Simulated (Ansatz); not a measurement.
This was printed by a script on the Ansatz DFT code, driven from Python, for a convergence test of the k-point mesh of ZrC, space group Fm-3m. What did the script look like? Level of theory (first run): PBE, PAW, the default cutoff (420 eV here), 3×3×3 k-points, cold smearing of 0.1 eV. The script varies spacing (1/A): 0.8, 0.6, 0.5, 0.4, 0.33.

```yaml
crystal:
  lattice:
    - [0.00000, 2.36500, 2.36500]
    - [2.36500, 0.00000, 2.36500]
    - [2.36500, 2.36500, 0.00000]
  atoms:
    - { symbol: Zr, position: [0.50000, 0.50000, 0.50000] }
    - { symbol: C, position: [0.00000, 0.00000, 0.00000] }
```

```console
$ python zrc_kconv.py
DeckWarning: basis.ecutwfc = 420 eV, auto-derived from the records' recommended cutoffs: set by Zr (normal level)
spacing (1/A)   F/atom (eV)    iterations       P (GPa)      k-points
         0.8   -2218.14469             5        -2.416             4
         0.6   -2218.22177             5        -3.830             8
         0.5   -2218.22497             5        -2.920            10
         0.4   -2218.24076             5        -2.853            16
        0.33   -2218.24338             4        -2.996            20
0.8: +98.69 meV/atom
0.6: +21.61 meV/atom
0.5: +18.41 meV/atom
0.4: +2.62 meV/atom
```
(Warnings from the package without file and line.)

The script that was run (others could print the same):

Script `zrc_kconv.py`:
```python
'''Convergence of ZrC with the k-point mesh.'''

import ansatz as az

lattice = az.Lattice.of(
    (0.0, 2.365, 2.365),
    (2.365, 0.0, 2.365),
    (2.365, 2.365, 0.0),
)
sites = [
    ('Zr', (0.5, 0.5, 0.5)),
    ('C', (0.0, 0.0, 0.0)),
]
cell = az.Crystal(lattice=lattice)
for symbol, position in sites:
    cell = cell.atom(symbol, position)

calculation = (
    cell.calculation()
    .functional('PBE')
    .occupations('Marzari-Vanderbilt', width=0.1)
    .stress()
)

rows = []
for value in [0.8, 0.6, 0.5, 0.4, 0.33]:
    summary = calculation.kpoints(spacing=value).run().report
    rows.append((value, summary['free_energy_ev'] / len(summary['lattice']['sites']), summary['n_iterations'], sum(summary['stress_gpa'][i][i] for i in range(3)) / 3, summary['n_kpoints']))

print('spacing (1/A)   F/atom (eV)    iterations       P (GPa)      k-points')
for row in rows:
    print(f'{str(row[0]):>12s}  {row[1]:12.5f}  {row[2]:12d}  {row[3]:12.3f}  {row[4]:12d}')

# differences from the last row
for row in rows[:-1]:
    shift = 1000 * (row[1] - rows[-1][1])
    print(f'{row[0]}: {shift:+.2f} meV/atom' + ('  (within 2 meV)' if abs(shift) < 2 else ''))
```

Notes:
- Of the deposited cell: the entry's cell lengths or inner coordinates differ somewhat from later room-temperature determinations.
- Pressure is positive in compression.
- The structure is a deposited one; some such entries were measured under pressure or heat, so a shift against it needn't be the functional's error alone.
- Shifts are counted from the finest mesh, which is itself no proven limit.
- Finished in 2.2 s on 1 thread of Arm Neoverse V1, on a shared host, peak memory 0.32 GiB.
